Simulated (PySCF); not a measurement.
# C4H6N2O: the cost of one run

Programs: PySCF 2.14.0, with density-fitted response routines of our own. Each step states its level of theory. These are calculated values for one molecule in the gas phase, unless marked as measured. Atoms are numbered from 0 throughout.

### 1 The molecule as given

13 atoms, charge 0, multiplicity 1; geometry from: GFN2-xTB.

Bonds of the start (Å): C0–N1 1.43, N1–C2 1.34, C2–C3 1.38, C3–C4 1.41, C4–O5 1.35, C4–N6 1.32, N6–N1 1.34, C0–H7 1.10, C0–H8 1.09, C0–H9 1.09, C2–H10 1.07, C3–H11 1.07, O5–H12 0.96.

### 2 Geometry optimisation at PBE0-D3(BJ)/def2-SVP

The job: settings as JSON, then the geometry in Å.

```
{"job": {"xc": "PBE0", "basis": "def2-SVP", "d3": "d3bj", "grid": 1, "kind": "geom"}, "charge": 0, "multiplicity": 1}
C     -2.454460    -0.265790    -0.038070
N     -1.064930     0.073100     0.054520
C     -0.513860     1.222540     0.479860
C      0.851940     1.077480     0.389610
C      1.026460    -0.226550    -0.113260
O      2.186430    -0.862020    -0.384080
N     -0.137320    -0.818360    -0.309850
H     -2.664290    -1.144850     0.582310
H     -3.054740     0.574340     0.304260
H     -2.712480    -0.504920    -1.065690
H     -1.108620     2.049910     0.811930
H      1.610030     1.791230     0.642420
H      2.918800    -0.271090    -0.176350
```

**Question.** How long does this first job take on 8 threads of AMD EPYC (Zen 3), shared host?

About 46 s.
